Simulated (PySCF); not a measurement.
# CH6GaN (SMILES [CH3][GaH][NH2]) at 6 levels

Aim: a comparison of 6 runs (B2PLYP/6-31G*, B3LYP/6-31G*, BLYP/6-31G*, PBE/6-31G*, TPSS/6-31G*, wB97M-V/6-31G*) of CH6GaN. The job is set up through a Python script.

Program for the calculation: PySCF 2.14.0.

7 further runs of the same task are left out: 4 that didn't finish, 3 set aside as unsound or not needed.

### 1 The structure to begin with

CH6GaN has 9 atoms, charge 0, and is taken as a singlet. As SMILES, `[CH3][GaH][NH2]`. Geometry: relaxed at PBE0-D4/def2-TZVP.

Bond lengths: C1–Ga2 1.962 Å, Ga2–N3 1.819 Å, C1–H4 1.093 Å, C1–H5 1.093 Å, C1–H6 1.091 Å, Ga2–H7 1.566 Å, N3–H8 1.006 Å, N3–H9 1.006 Å. Some angles: C1–Ga2–N3 118.1°, C1–Ga2–H7 126.4°, N3–Ga2–H7 115.5°, Ga2–C1–H4 110.4°, Ga2–C1–H5 110.5°, Ga2–C1–H6 111.7°, Ga2–N3–H8 124.0°, Ga2–N3–H9 124.3°, H4–C1–H5 107.2°, H4–C1–H6 108.5°.

### 2 A single-point energy at B2PLYP/6-31G(d) (spherical functions) (run 1)

Contents of run.py:

```python
from pyscf import gto, dft, mp

mol = gto.M(
    atom='''
C       -0.279100       0.944700      -1.124800
Ga       0.513400      -0.531900      -0.104400
N       -0.068200      -0.807600       1.596800
H       -0.756000       0.568300      -2.033100
H        0.493400       1.652200      -1.435600
H       -1.026300       1.483500      -0.540100
H        1.617900      -1.521300      -0.608700
H        0.276500      -1.536600       2.197700
H       -0.771600      -0.251300       2.052200
''',
    max_memory=1860,
    verbose=4,
    basis='6-31g*',
    charge=0,
)

mf = dft.RKS(mol, xc='0.53*HF + 0.47*B88, 0.73*LYP')
mf.conv_tol = 1e-10
mf.grids.level = 5
mf.kernel()
if not mf.converged:
    mf = mf.newton().run(mf.mo_coeff, mf.mo_occ)

pt = mp.MP2(mf, frozen=11).run()
energy = mf.e_tot + 0.27 * pt.e_corr
print('PT2 part  %.8f' % (0.27 * pt.e_corr))
print('E = %.10f Eh' % energy)
```

Run with:

```bash
$ OMP_NUM_THREADS=1 python run.py
```

What it wrote:

```text
PySCF version 2.14.0

[... 79 lines left out ...]
converged SCF energy = -2020.38552189758
[... 1 line left out ...]
******** <class 'pyscf.mp.mp2.RMP2'> ********
nocc = 14, nmo = 61
frozen orbitals 11
E(RMP2) = -2021.04508181444  E_corr = -0.659559916860933
E(SCS-RMP2) = -2021.01757294936  E_corr = -0.632051051785992
E_corr(same-spin) = -0.183947132823609
E_corr(oppo-spin) = -0.475612784037324
PT2 part  -0.17808118
E = -2020.5636030751 Eh
```

It took 17 s on 1 thread of Intel Xeon at 2.70GHz, shared host; peak memory 0.38 GiB.

### 3 The energy at B3LYP/6-31G(d) (spherical functions) (run 2)

Contents of run.py:

```python
from pyscf import gto, dft

mol = gto.M(
    atom=[
    ('C', (-0.279100, 0.944700, -1.124800)),
    ('Ga', (0.513400, -0.531900, -0.104400)),
    ('N', (-0.068200, -0.807600, 1.596800)),
    ('H', (-0.756000, 0.568300, -2.033100)),
    ('H', (0.493400, 1.652200, -1.435600)),
    ('H', (-1.026300, 1.483500, -0.540100)),
    ('H', (1.617900, -1.521300, -0.608700)),
    ('H', (0.276500, -1.536600, 2.197700)),
    ('H', (-0.771600, -0.251300, 2.052200)),
],
    max_memory=1860,
    verbose=3,
    basis='6-31g*',
)

calc0 = dft.RKS(mol)
calc0.xc = 'b3lyp'
calc0.conv_tol = 1e-10
calc0.grids.level = 5
calc0.kernel()
if not calc0.converged:
    calc0 = calc0.newton().run(calc0.mo_coeff, calc0.mo_occ)

e_final = calc0.e_tot
print('Final energy', e_final)
```

Run with:

```bash
$ OMP_NUM_THREADS=1 python run.py
```

What it wrote:

```text
converged SCF energy = -2021.10170889202
Final energy -2021.1017088920248
```

Wall time 17 s (1 thread of Intel Xeon at 2.70GHz, shared host); peak memory 0.38 GiB.

Runs 3 to 5 aren't shown in full; the table further down has their settings and results.

### 4 The energy at wB97M-V/6-31G(d) (spherical functions) (run 6)

Contents of run.py:

```python
from pyscf import gto, dft

molecule = gto.Mole()
molecule.atom = '''
C   -0.279100   0.944700  -1.124800
Ga   0.513400  -0.531900  -0.104400
N   -0.068200  -0.807600   1.596800
H   -0.756000   0.568300  -2.033100
H    0.493400   1.652200  -1.435600
H   -1.026300   1.483500  -0.540100
H    1.617900  -1.521300  -0.608700
H    0.276500  -1.536600   2.197700
H   -0.771600  -0.251300   2.052200
'''
molecule.verbose = 3
molecule.basis = '6-31g*'
molecule.charge = 0
molecule.max_memory = 1860
molecule.build()

mf = dft.RKS(molecule)
mf.xc = 'wb97m-v'
mf.grids.level = 5
mf.nlcgrids.level = 1
mf.conv_tol = 1e-10
mf.kernel()
if not mf.converged:
    mf = mf.newton().run(mf.mo_coeff, mf.mo_occ)

e_final = mf.e_tot
print('Final energy', e_final)
```

Run with:

```bash
$ OMP_NUM_THREADS=1 python run.py
```

What it wrote:

```text
converged SCF energy = -2020.88798812627
Final energy -2020.8879881262683
```

Run time: 95 s. Hardware: 1 thread of Intel Xeon at 2.70GHz, shared host; peak memory 0.38 GiB.

### 5 Overview of the runs

```tsv
run	level	frozen core orbitals	nlc grid	energy (Eh)	dipole moment (D)	HOMO energy (eV)	LUMO energy (eV)	wall time
1	B2PLYP/6-31G* (spherical functions)	11	–	-2020.563603	0.85	-8.15	0.84	17 s
2	B3LYP/6-31G* (spherical functions)	–	–	-2021.101709	1.02	-6.67	-0.36	17 s
3	BLYP/6-31G* (spherical functions)	–	–	-2021.061324	1.17	-5.43	-0.80	17 s
4	PBE/6-31G* (spherical functions)	–	–	-2020.622879	1.15	-5.58	-0.87	17 s
5	TPSS/6-31G* (spherical functions)	–	–	-2021.057545	1.13	-5.67	-0.75	27 s
6	wB97M-V/6-31G* (spherical functions)	–	1	-2020.887988	0.92	-9.29	1.48	95 s
```

### 6 Outcome

| quantity | value |
| --- | --- |
| run 6: total energy | -2020.88799 Eh |
| run 6: dipole moment | 0.92 D |
| run 6: HOMO energy | -9.29 eV |
| run 6: LUMO energy | 1.48 eV |
| run 6: HOMO–LUMO gap | 10.77 eV |

What this shows: The dipole moment (its size) runs from 0.85 D (B2PLYP/6-31G*) to 1.17 D (BLYP/6-31G*). A double hybrid's value is that of its SCF part. The HOMO–LUMO gap runs from 4.64 eV (BLYP/6-31G*) to 10.77 eV (wB97M-V/6-31G*). Totals of different functionals can't be ranked against each other. All runs together took 3.2 min, the longest 95 s.
